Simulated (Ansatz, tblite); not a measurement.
**Si(vinyl)(OMe)3 (C₅H₁₂O₃Si): one state, many levels**

How do method and basis change the picture of Si(vinyl)(OMe)3 (C₅H₁₂O₃Si) (singlet)?

The runs use Ansatz 0.2.0, Gaussian basis; as each input shows.

The runs, in order: GFN1-xTB, GFN2-xTB, PBE-D4/def2-TZVP, r2SCAN-D4/def2-TZVP, PBE-QIDH/def2-TZVP, BLYP-D4/def2-TZVP, HF/def2-TZVP, PBE-D4/def2-SVP, PBE0-D4/def2-SVP, HF/6-31G, B3LYP-D4/6-31G, CCSD(T)/def2-SVP, MP2/def2-TZVP, RPA/def2-TZVP.

2 further runs of the same task are left out: 2 set aside as unsound or not needed.

## Step 1: The structure

The singlet was relaxed beforehand with PBE-D4/def2-SVP.

21 atoms, charge 0, spin multiplicity 1.

Bond lengths: Si1–C2 1.860 Å, Si1–O7 1.665 Å, Si1–O12 1.678 Å, Si1–O17 1.666 Å, C2–C3 1.349 Å, C2–H4 1.107 Å, C3–H5 1.103 Å, C3–H6 1.104 Å, O7–C8 1.418 Å, C8–H9 1.112 Å, C8–H10 1.109 Å, C8–H11 1.114 Å, O12–C13 1.414 Å, C13–H14 1.115 Å, C13–H15 1.110 Å, C13–H16 1.114 Å, O17–C18 1.415 Å, C18–H19 1.114 Å and more. Angles: C2–Si1–O7 105.9°, C2–Si1–O12 111.0°, C2–Si1–O17 115.1°, O7–Si1–O12 113.5°, O7–Si1–O17 107.2°, O12–Si1–O17 104.3°, Si1–C2–C3 123.3°, Si1–C2–H4 118.2°, C3–C2–H4 118.5°, C2–C3–H5 120.9°, C2–C3–H6 122.3°, H5–C3–H6 116.8°, Si1–O7–C8 123.8°, O7–C8–H9 111.7°, O7–C8–H10 108.6°, O7–C8–H11 111.7°, H9–C8–H10 108.6°, H9–C8–H11 108.0° and more.

PBE0-D4/def2-TZVP was run before; its log isn't repeated, and its numbers join the tables.

## Step 2: GFN1-xTB

Tight binding, by tblite at 300 K electronic temperature and without a spin-polarisation term:

```python
tblite.interface.Calculator('GFN1-xTB', numbers, positions, charge=0, uhf=0).singlepoint()
```

Energy -901.8161 eV, HOMO -11.63 eV, LUMO -6.79 eV; 0.019 s.

## Step 3: GFN2-xTB

Tight binding, by tblite at 300 K electronic temperature and without a spin-polarisation term:

```python
tblite.interface.Calculator('GFN2-xTB', numbers, positions, charge=0, uhf=0).singlepoint()
```

Energy -838.5890 eV, HOMO -10.79 eV, LUMO -6.24 eV; 0.013 s.

## Step 4: PBE-D4/def2-TZVP

start.molden holds the orbitals of an earlier run on this state, given as this run's starting guess.

in.yaml

```yaml
crystal:
  periodic: [false, false, false]
  atoms:
    - {symbol: Si, position_ang: [-0.039261, -0.201816, 0.106499]}
    - {symbol: C, position_ang: [0.078927, -0.053104, 1.956431]}
    - {symbol: C, position_ang: [1.216505, -0.277644, 2.645801]}
    - {symbol: H, position_ang: [-0.829471, 0.239220, 2.516870]}
    - {symbol: H, position_ang: [2.145108, -0.571040, 2.127379]}
    - {symbol: H, position_ang: [1.267743, -0.184541, 3.745028]}
    - {symbol: O, position_ang: [1.488240, -0.608792, -0.417898]}
    - {symbol: C, position_ang: [1.787948, -1.000349, -1.747015]}
    - {symbol: H, position_ang: [1.115186, -1.813718, -2.097245]}
    - {symbol: H, position_ang: [2.833969, -1.368295, -1.780195]}
    - {symbol: H, position_ang: [1.697214, -0.148238, -2.458197]}
    - {symbol: O, position_ang: [-0.624215, 1.215690, -0.574636]}
    - {symbol: C, position_ang: [-0.096312, 2.502025, -0.315651]}
    - {symbol: H, position_ang: [-0.012681, 2.715302, 0.775209]}
    - {symbol: H, position_ang: [-0.770141, 3.261485, -0.764036]}
    - {symbol: H, position_ang: [0.915687, 2.633428, -0.762319]}
    - {symbol: O, position_ang: [-1.079441, -1.382095, -0.442848]}
    - {symbol: C, position_ang: [-2.480701, -1.255401, -0.593293]}
    - {symbol: H, position_ang: [-3.011861, -1.414375, 0.373254]}
    - {symbol: H, position_ang: [-2.834669, -2.031092, -1.304135]}
    - {symbol: H, position_ang: [-2.767785, -0.256640, -0.988992]}
basis:
  gaussian: {orbitals: def2-TZVP, initial_orbitals: start.molden}
hamiltonian: {xc: pbe, dispersion: d4}
scf: {omitted_lower_state_checks: [starts]}
output: {orbitals: {seedname: orbitals}}
```

The run is started by

```
> ansatz run in.yaml --threads 2 --pin off --events-out ev --progress --plain --max-ram 32768MiB --backend cuda --devices 0, --max-vram 18GiB
```

Further steps of the session: r2SCAN-D4/def2-TZVP; PBE-QIDH/def2-TZVP; BLYP-D4/def2-TZVP; HF/def2-TZVP; PBE-D4/def2-SVP; PBE0-D4/def2-SVP; HF/6-31G; B3LYP-D4/6-31G; CCSD(T)/def2-SVP; MP2/def2-TZVP; RPA/def2-TZVP.

Before running them: what should the planned runs give, taken together? Wanted: gap in def2-TZVP, named functionals and Hartree-Fock, smallest and largest; correlation energy, CCSD(T)/def2-SVP; correlation energy, MP2/def2-TZVP; binding an atom, CCSD(T)/def2-SVP; PBE0 total energy, smallest basis above largest.

The runs gave:

| quantity | value |
| --- | --- |
| gap in def2-TZVP, named functionals and Hartree-Fock, smallest and largest | 4.80 eV (PBE-D4), 13.58 eV (HF) |
| correlation energy, CCSD(T)/def2-SVP | -39.66 eV |
| correlation energy, MP2/def2-TZVP | -44.48 eV |
| binding an atom, CCSD(T)/def2-SVP | 4.006 eV |
| PBE0 total energy, smallest basis above largest | 16.21 eV (def2-SVP, def2-TZVP) |

Over the named functionals and Hartree-Fock in def2-TZVP the gap runs from 4.80 eV (PBE-D4) to 13.58 eV (HF); exact exchange widens it. A small miss in a minimal or small basis is a cancelling of errors, not accuracy. The functionals in def2-TZVP miss CCSD(T)/def2-SVP by +0.211 (BLYP-D4) to +0.295 eV (PBE-D4) an atom. The yardstick is in a double-zeta basis, so levels in larger sets aren't compared like for like. CCSD(T)/def2-SVP isn't at the basis-set limit; small misses against it rank nothing.
